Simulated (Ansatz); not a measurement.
Rh in Ansatz: the effect of functional

Rh, a sheet with vacuum:

```
Rh
1.0
     2.42653    0.12310    0.00000
    -0.28935    2.41236    0.00000
     0.00000    0.00000   23.80000
Rh
1
Direct
  0.50000 0.50000 0.29412
```

The cell was built by a generator and needn't be a form met in nature.

Alike in all runs:

```yaml
Program: Ansatz 0.2.0
Task: single point
Potentials_or_basis: all-electron LAPW, scalar-relativistic
Basis_error_allowed: 0.002 eV/atom
k_mesh: 11 × 11 × 1
Occupations: fermi-dirac, width 0.05 eV
Spin: no spin polarisation
```

```tsv
functional	cutoff	work function (eV)
PBE	321 eV (chosen from the basis error)	?
LDA	320 eV (chosen from the basis error)	5.94
PBEsol	321 eV (chosen from the basis error)	5.69
```

Q: What does the run with functional PBE give?

A: Work function 5.55 eV.
